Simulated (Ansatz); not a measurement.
# ZnInC2N2: the cost of one run

Computed with Ansatz 0.2.0 (DFT PBE, scalar-relativistic, plane waves, PAW, unless a step's input says otherwise).

## (1) The system as given

The structure is triclinic, space group P-1 (No. 2). Conventional cell: a = 3.733 Å, b = 4.073 Å, c = 6.728 Å, α = 75.16°, β = 74.65°, γ = 86.69°. Around Zn (site symmetry -1) lie 2 N at 2.01 Å. In (site symmetry -1) is surrounded by 2 C at 2.00 Å. Around C (site symmetry 1) lie 1 N at 1.17 Å and 1 In at 2.00 Å. N (site symmetry 1) is surrounded by 1 C at 1.17 Å and 1 Zn at 2.01 Å.

Structure file:

```cif
data_structure
_symmetry_space_group_name_H-M 'P-1'
_symmetry_Int_Tables_number 2
_cell_length_a 3.7329
_cell_length_b 4.0730
_cell_length_c 6.7278
_cell_angle_alpha 75.162
_cell_angle_beta 74.651
_cell_angle_gamma 86.689
_cell_volume 95.35
loop_
_atom_site_label
_atom_site_type_symbol
_atom_site_symmetry_multiplicity
_atom_site_Wyckoff_symbol
_atom_site_fract_x
_atom_site_fract_y
_atom_site_fract_z
_atom_site_occupancy
Zn1 Zn 1 f 0.50000 0.00000 0.50000 1
In1 In 1 a 0.00000 0.00000 0.00000 1
C1 C 2 i 0.80680 0.38641 0.80680 1
N1 N 2 i 0.69383 0.61234 0.69383 1
```

A structure generator made this guess: packed cyanide-bridged chains (P-1, No. 2). Its size is a rough estimate.

## (2) Probe: one point on a coarse mesh

The input, input.yaml:

```yaml
crystal:
  lattice:
    - [3.73289535, 0.0, 0.0]
    - [0.23521636, 4.06615456, 0.0]
    - [1.78079832, 1.62279565, 6.28165602]
  atoms:
    - { symbol: Zn, position: [0.5, 0.0, 0.5] }
    - { symbol: In, position: [0.0, 0.0, 0.0] }
    - { symbol: C, position: [0.80679734, 0.38640533, 0.80679734] }
    - { symbol: C, position: [0.19320266, 0.61359467, 0.19320266] }
    - { symbol: "N", position: [0.69383026, 0.61233948, 0.69383026] }
    - { symbol: "N", position: [0.30616974, 0.38766052, 0.30616974] }
basis:
  ecutwfc: 420
kpoints:
  mp_grid: { grid: [6, 4, 4] }
hamiltonian:
  xc: pbe
scf:
  occupations: { method: gaussian, width: 0.1 }
  lower_state_search: "off"
output:
  forces: true
  stress: true
  eigenvalues: true
```

The run is started by

```
$ ansatz run input.yaml --threads 1 --pin off --max-ram 2560MiB --backend cpu --events-out ev --progress --plain --runs-dir out
```

**Question.** How long does this run take on 1 thread of Intel Xeon Platinum 8259CL at 2.50GHz (Skylake/Cascade Lake), shared host, and how much memory does it need?

About 8.9 s, with a peak of 0.48 GiB.
